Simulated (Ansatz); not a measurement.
# Ba2N: the cost of one run

Computed with Ansatz 0.2.0 (DFT LDA, scalar-relativistic, plane waves, PAW, unless a step's input says otherwise).

1 further run of the same task is left out (set aside as unsound or not needed).

## Step 1: The starting structure

It takes space group R-3m (No. 166, trigonal). Conventional cell: a = 4.029 Å, b = 4.029 Å, c = 22.425 Å, α = 90.00°, β = 90.00°, γ = 120.00°. Ba (site symmetry 3m) has 3 N at 2.77 Å as nearest neighbours. Around N (site symmetry -3m) lie 6 Ba at 2.77 Å.

Structure file:

```
Ba N
1.0
     2.01450    1.16307    7.47500
    -2.01450    1.16307    7.47500
     0.00000   -2.32614    7.47500
Ba N
2 1
Direct
  0.26647 0.26647 0.26647
  0.73353 0.73353 0.73353
  0.00000 0.00000 0.00000
```

Source of the structure: the Crystallography Open Database.

(A quick probe on a coarse mesh, which set the mesh and smearing, is not shown.)

## Step 3: The relaxation

Input file input.yaml:

```yaml
crystal:
  lattice:
    - [2.0145, 1.1630721173, 7.475]
    - [-2.0145, 1.1630721173, 7.475]
    - [0.0, -2.3261442346, 7.475]
  atoms:
    - { symbol: Ba, position: [0.26647, 0.26647, 0.26647] }
    - { symbol: Ba, position: [0.73353, 0.73353, 0.73353] }
    - { symbol: "N", position: [0.0, 0.0, 0.0] }
basis:
  ecutwfc: 420
kpoints:
  mp_grid: { grid: [12, 12, 12] }
hamiltonian:
  xc: lda
scf:
  occupations: { method: gaussian, width: 0.1 }
output:
  forces: true
  stress: true
  eigenvalues: true
  write_density: true
  write_potential: true
  elf: true
  volumetric_format: npy
relax:
  adjacent_minimum: "off"
  f_tol: 0.005
  max_steps: 80
  cell: { stress_tol: 0.05 }
```

Run with:

```
> ansatz run input.yaml --threads 1 --pin off --max-ram 3072MiB --backend cpu --events-out ev --progress --plain --runs-dir out
```

What time and memory should one allow on 1 thread of Intel Xeon at 2.50GHz (Skylake/Cascade Lake), shared host?

About 6.9 min, with a peak of 0.6 GiB.
